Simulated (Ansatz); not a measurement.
# Cl₂FGeH₃OSi: one species, many methods

An exercise on one series of results from a longer session: the logs are not shown, and one member is left open.

Computed with Ansatz 0.2.0, Gaussian basis. Level: functionals in def2-TZVPP, the program's frozen cores in correlated methods.

Plan: LDA (SPW92), PBE-D4, revPBE-D4, BLYP-D4, r2SCAN-D4, B97M-V, PBE0-D4, B3LYP-D4, r2SCANh-D4, r2SCAN0-D4, HSE06-D4, BHLYP-D4, CAM-B3LYP-D4, LC-ωPBE, ωB97X-V, ωB97M-V, B2PLYP, PBE-QIDH; CCSD(T)/def2-SVP; CCSD(T)/def2-TZVPP; CCSD(T)/def2-QZVPP; extrapolation to the limit; RPA on PBE.

## The geometry

An earlier PBE0-D4 in a triple-zeta def2 set relaxation fixed the geometry.

SMILES `F[Si](Cl)(Cl)[O][GeH3]`, 9 atoms, charge 0, spin multiplicity 1.

Atoms are counted from 1 here; the program's logs count them from 0.

Bond lengths: F1–Si2 1.575 Å, Si2–Cl3 2.029 Å, Si2–Cl4 2.028 Å, Si2–O5 1.591 Å, O5–Ge6 1.792 Å, Ge6–H7 1.533 Å, Ge6–H8 1.533 Å, Ge6–H9 1.529 Å. Angles: F1–Si2–Cl3 107.8°, F1–Si2–Cl4 107.8°, F1–Si2–O5 108.9°, Cl3–Si2–Cl4 108.9°, Cl3–Si2–O5 111.6°, Cl4–Si2–O5 111.7°, Si2–O5–Ge6 138.2°, O5–Ge6–H7 107.2°, O5–Ge6–H8 107.2°, O5–Ge6–H9 104.3°, H7–Ge6–H8 112.2°, H7–Ge6–H9 112.7°, H8–Ge6–H9 112.7°.

Geometry (Å):

```xyz
9

F    -2.45271   -0.51419   -1.34859
Si   -0.89310   -0.43210   -1.14128
Cl   -0.14784    0.83662   -2.53816
Cl   -0.12817   -2.28339   -1.45969
O    -0.59500    0.08055    0.33557
Ge    0.82614    0.49135    1.34657
H     1.71692   -0.75498    1.40600
H     1.53183    1.67478    0.67507
H     0.23044    0.85505    2.70732
```

The first run:

in.yaml

```yaml
crystal:
  periodic: [false, false, false]
  atoms:
    - {symbol: F, position_ang: [-2.452712, -0.514186, -1.348588]}
    - {symbol: Si, position_ang: [-0.893102, -0.432095, -1.141277]}
    - {symbol: Cl, position_ang: [-0.147837, 0.836624, -2.538163]}
    - {symbol: Cl, position_ang: [-0.128168, -2.283389, -1.459692]}
    - {symbol: O, position_ang: [-0.595002, 0.080552, 0.335568]}
    - {symbol: Ge, position_ang: [0.826138, 0.491349, 1.346566]}
    - {symbol: H, position_ang: [1.716922, -0.754979, 1.405998]}
    - {symbol: H, position_ang: [1.531826, 1.674780, 0.675072]}
    - {symbol: H, position_ang: [0.230435, 0.855045, 2.707317]}
basis:
  gaussian: {orbitals: def2-TZVPP}
hamiltonian: {xc: lda}
output: {orbitals: {seedname: orbitals}}
```

Steps of the session up to this table: LDA; PBE-D4 (GGA); revPBE-D4 (GGA); BLYP-D4 (GGA); r2SCAN-D4 (meta-GGA); B97M-V (meta-GGA); PBE0-D4 (hybrid); B3LYP-D4 (hybrid); r2SCANh-D4 (hybrid); r2SCAN0-D4 (hybrid); HSE06-D4 (hybrid); BHLYP-D4 (hybrid); CAM-B3LYP-D4 (range-separated); LC-ωPBE (range-separated); ωB97X-V (range-separated); ωB97M-V (range-separated); B2PLYP (double hybrid); PBE-QIDH (double hybrid).

One table of the session follows, with a row left open; its other results are not shown here.

It belongs to the step «Frontier levels by functional». 

| functional | HOMO (eV) | gap (eV) |
| --- | --- | --- |
| LDA (SPW92) | -7.87 | 6.26 |
| PBE-D4 | -7.72 | 6.43 |
| revPBE-D4 | -7.66 | 6.51 |
| BLYP-D4 | -7.57 | 6.38 |
| r2SCAN-D4 | ? | ? |
| B97M-V | -8.22 | 7.15 |
| PBE0-D4 | -9.21 | 8.82 |
| B3LYP-D4 | -8.92 | 8.28 |
| r2SCANh-D4 | -8.65 | 8.02 |
| r2SCAN0-D4 | -9.47 | 9.28 |
| HSE06-D4 | -8.80 | 8.04 |
| BHLYP-D4 | -10.54 | 11.05 |
| CAM-B3LYP-D4 | -10.59 | 11.20 |
| LC-ωPBE | -12.01 | 13.88 |
| ωB97X-V | -11.64 | 13.33 |
| ωB97M-V | -11.48 | 12.92 |

Q: Estimate the row for r2SCAN-D4 from the others.

Worked estimate for «HOMO (eV)». Against the share of exact exchange, r2SCANh-D4 (0.1, -8.65), r2SCAN0-D4 (0.25, -9.47) give a slope of -5.47 per unit share; at 0 the line stands at -8.10.

**Answer.** HOMO (eV): -8.11; gap (eV): 7.17. In «HOMO (eV)» the line misses by +0.01.
